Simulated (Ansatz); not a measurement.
# BH4SSb: the cost of one run

Computed with the Python package of Ansatz 0.2.0. Level of theory: B3LYP/def2-SVP.

### Step 1. The structure

Bond lengths: S1–B2 1.866 Å, B2–Sb3 2.211 Å, S1–H4 1.429 Å, B2–H5 1.194 Å, Sb3–H6 1.774 Å, Sb3–H7 1.810 Å. Angles: S1–B2–Sb3 119.0°, S1–B2–H5 120.3°, Sb3–B2–H5 120.7°, B2–S1–H4 88.0°, B2–Sb3–H6 92.3°, B2–Sb3–H7 92.0°, H6–Sb3–H7 92.3°.

No structure file is read: the coordinates are typed or built in the script.

### Step 2. Script

scan_bh4ssb.py

```python
'''Stretching a bond of BH4SSb, the rest held rigid.'''

import ansatz
import matplotlib.pyplot as plt
import numpy as np

BASIS = 'def2-SVP'
XC = 'b3lyp'

GEOMETRY = '''
S    -1.52580   -1.43590   -0.88840
B    -0.12890   -0.23230   -0.60190
Sb    0.69940   -0.01930    1.43740
H    -2.43450   -0.36410   -0.63080
H     0.32600    0.39070   -1.51280
H     0.72610    1.75060    1.32020
H     2.39900   -0.15770    0.83070
'''

molecule = ansatz.Crystal.molecule()
for line in GEOMETRY.strip().splitlines():
    symbol, *xyz = line.split()
    molecule = molecule.atom(symbol, [float(v) for v in xyz])

symbols = [site.symbol for site in molecule.cartesian_sites]
start = np.array([site.position_ang for site in molecule.cartesian_sites])
axis = (start[4] - start[1]) / np.linalg.norm(start[4] - start[1])
moving = [4]
lengths, energies = [1.05, 1.098, 1.146, 1.194, 1.241, 1.289, 1.337, 1.409], []
for length in lengths:
    xyz = start.copy()
    xyz[moving] += (length - np.linalg.norm(start[4] - start[1])) * axis
    point = ansatz.Crystal.molecule()
    for symbol, place in zip(symbols, xyz):
        point = point.atom(symbol, place.tolist())
    model = (
        point.calculation()
        .basis(gaussian=BASIS)
        .functional(XC)
        .scf(lower_state_search='off')
    )
    r = model.run(threads=1).report
    energies.append(r['free_energy_ev'])
    print(f'r = {length:6.3f} A  E = {energies[-1]:.5f} eV  <S^2> = {abs(r["mean_field"]["state"]["spin_squared"]):.3f}')

# quartic fit about the minimum
fit = np.polynomial.Polynomial.fit(lengths, np.array(energies) - min(energies), 4).convert()
roots = [r.real for r in fit.deriv().roots() if abs(r.imag) < 1e-9 and fit.deriv(2)(r.real) > 0]
r_e = min(roots, key=lambda r: abs(r - lengths[int(np.argmin(energies))]))
print(f'minimum of the fit at {r_e:.4f} A, force constant {fit.deriv(2)(r_e):.2f} eV/A^2')
plt.figure(figsize=(4.5, 3))
plt.plot(lengths, np.array(energies) - min(energies), 'o-')
plt.xlabel('bond length (A)')
plt.ylabel('E - E(min) (eV)')
plt.tight_layout()
plt.savefig('scan.png', dpi=100)
```

### Step 3. Running it

On the command line:

```bash
python scan_bh4ssb.py
```

Q: Estimate wall time and peak memory on 1 thread of Arm Neoverse V1, shared host.

About 14 s, with a peak of 0.23 GiB.
